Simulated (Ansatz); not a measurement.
# GeH₄NO radical: how energies converge with the basis set

Aim: see how fast density functionals converge with the basis set for GeH₄NO radical.

Method: one geometry, several basis sets; program: Ansatz 0.2.0, Gaussian basis.

Levels to be run: PBE0-D4/def2-SVP; ωB97M-V/def2-SVP; PBE0-D4/def2-QZVPP; ωB97M-V/def2-QZVPP; the functionals' def2-TZVPP values are taken from earlier runs.

## Step 1: Structure used throughout

An earlier PBE0-D4 in a triple-zeta def2 set relaxation fixed the geometry.

SMILES `[NH2][GeH2][O]`, 7 atoms, charge 0, spin multiplicity 2.

Atoms are counted from 1 here; the program's logs count them from 0.

Bond lengths: N1–Ge2 1.817 Å, N1–H4 1.008 Å, N1–H5 1.008 Å, Ge2–O3 1.793 Å, Ge2–H6 1.535 Å, Ge2–H7 1.543 Å. Angles: Ge2–N1–H4 118.3°, Ge2–N1–H5 116.8°, H4–N1–H5 110.9°, N1–Ge2–O3 110.0°, N1–Ge2–H6 107.3°, N1–Ge2–H7 115.6°, O3–Ge2–H6 110.1°, O3–Ge2–H7 99.3°, H6–Ge2–H7 114.2°.

## Step 2: PBE0-D4 in def2-SVP

Contents of in.yaml:

```yaml
crystal:
  periodic: [false, false, false]
  atoms:
    - {symbol: N, position_ang: [-1.013648, 0.100460, -0.532571]}
    - {symbol: Ge, position_ang: [0.553295, -0.089484, 0.368294]}
    - {symbol: O, position_ang: [0.814994, -1.813202, 0.787913]}
    - {symbol: H, position_ang: [-1.028202, -0.118748, -1.516112]}
    - {symbol: H, position_ang: [-1.548727, 0.933066, -0.342326]}
    - {symbol: H, position_ang: [0.450672, 0.755316, 1.645402]}
    - {symbol: H, position_ang: [1.832816, 0.164590, -0.456302]}
basis:
  gaussian: {orbitals: def2-SVP}
magnetization: {spin_polarized: true, initial_magnetization: 1}
hamiltonian: {xc: pbe0, dispersion: d4}
output: {orbitals: {seedname: orbitals}}
```

Run with:

```
$ ansatz run in.yaml --threads 4 --pin off --events-out ev --progress --plain --max-ram 10444MiB
```

After this run come: ωB97M-V in def2-SVP; PBE0-D4 in def2-QZVPP; ωB97M-V in def2-QZVPP.

Q: Predict the results of all the runs planned. Wanted: PBE0-D4: double and triple zeta above quadruple; ωB97M-V: double and triple zeta above quadruple.

**Answer**, as computed:

| quantity | value |
| --- | --- |
| PBE0-D4: double and triple zeta above quadruple | 13.11, 1.45 eV |
| ωB97M-V: double and triple zeta above quadruple | 13.20, 1.41 eV |

In words: PBE0-D4 gains 11.66 eV from double to triple zeta, then 1.45 eV more. Total energies overstate the basis error of differences, where much of it tends to cancel.
